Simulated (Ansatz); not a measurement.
# Ru (Ruthenium): the cost of one run

Method: DFT LDA, frozen-core PAW, scalar-relativistic unless said, in Ansatz 0.2.0.

## Step 1: The system as given

Symmetry: P6_3/mmc, No. 194, hexagonal system. Conventional cell: a = 2.706 Å, b = 2.706 Å, c = 4.282 Å, α = 90.00°, β = 90.00°, γ = 120.00°. Around Ru (site symmetry -6m2) lie 12 Ru at 2.65 to 2.71 Å.

Structure file:

```cif
data_structure
_symmetry_space_group_name_H-M 'P6_3/mmc'
_symmetry_Int_Tables_number 194
_cell_length_a 2.7058
_cell_length_b 2.7058
_cell_length_c 4.2819
_cell_angle_alpha 90.000
_cell_angle_beta 90.000
_cell_angle_gamma 120.000
_cell_volume 27.15
loop_
_atom_site_label
_atom_site_type_symbol
_atom_site_symmetry_multiplicity
_atom_site_Wyckoff_symbol
_atom_site_fract_x
_atom_site_fract_y
_atom_site_fract_z
_atom_site_occupancy
Ru1 Ru 2 c 0.33333 0.66667 0.25000 1
```

Cartesian axes are those of the input's lattice vectors. The structure goes back to a database entry.

## Step 2: Cell and atoms relaxed, PAW

Input file input.yaml:

```yaml
crystal:
  lattice:
    - [2.70580000002, 0.0, 0.0]
    - [-1.35290000001, 2.34329153757, 0.0]
    - [0.0, 0.0, 4.2819]
  atoms:
    - { symbol: Ru, position: [0.333333333333, 0.666666666667, 0.25] }
    - { symbol: Ru, position: [0.666666666667, 0.333333333333, 0.75] }
kpoints:
  mp_grid: { grid: [20, 20, 12] }
scf:
  occupations: { method: fermi_dirac, width: 0.1 }
hamiltonian:
  xc: lda
  pseudopotentials: { kind: paw }
relax:
  f_tol: 0.002
  max_steps: 80
  cell: {}
output:
  forces: true
  stress: true
```

Started as:

```sh
ansatz run input.yaml --threads 1 --pin off --max-ram 3072MiB --backend cpu --events-out ev --progress --plain --runs-dir out
```

What time and memory should one allow on 1 thread of Intel Xeon 6975P-C (Granite Rapids), shared host?

About 19 s, with a peak of 0.47 GiB.
